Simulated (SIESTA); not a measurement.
The system is GaSb3.

```
Sb Ga
1.0
     0.00000    3.73060    3.73060
     3.73060    0.00000    3.73060
     3.73060    3.73060    0.00000
Sb Ga
3 1
Direct
  0.50000 0.50000 0.50000
  0.75000 0.75000 0.75000
  0.25000 0.25000 0.25000
  0.00000 0.00000 0.00000
```

The cell comes from a database or a generator and needn't be the stable form of this composition.

| Property | Result |
| --- | --- |
| Program | SIESTA 5.4.2 |
| Task | single point |
| Functional | PBEsol |
| Potentials or basis | PseudoDojo 0.4 standard (PBEsol files) |
| Basis | DZP (energy shift 0.003 Ry; two zetas on semicore shells) |
| Grid cutoff | 800 Ry |
| Energy shift | 0.003 Ry |
| k mesh | 6 × 6 × 6 |
| Occupations | fermi-dirac, width 0.05 eV |
| Spin | no spin polarisation |

On this cell: pressure -2.1 GPa; largest force zero by symmetry; band gap on the k mesh none (metal or under the smearing width).

The same run follows on a disturbed copy (atoms moved at random, drawn with an rms of 0.05 Å):

```
Sb Ga
1.0
     0.00000    3.73060    3.73060
     3.73060    0.00000    3.73060
     3.73060    3.73060    0.00000
Sb Ga
3 1
Direct
  0.50031 0.50350 0.49744
  0.75419 0.75328 0.75013
  0.24185 0.26492 0.25236
  0.00685 0.00417 0.99441
```

What changes?

The energy (extrapolated to zero smearing) moves by +0.8 meV/atom; pressure -2.0 GPa; largest force 0.094 eV/Å; band gap on the k mesh none (metal or under the smearing width).

Forces in eV/Å, atoms in the order of the input:
```
Sb   0.021  0.020  0.033
Sb   0.045 -0.045 -0.013
Sb  -0.084  0.040  0.004
Ga   0.019 -0.017 -0.023
```

Stress tensor (GPa, compression positive):
```
-2.02  0.00 -0.30
 0.00 -2.01  0.42
-0.30  0.42 -2.04
```

Caveats: the basis of atomic orbitals isn't converged, which shifts pressures, moduli and gaps.
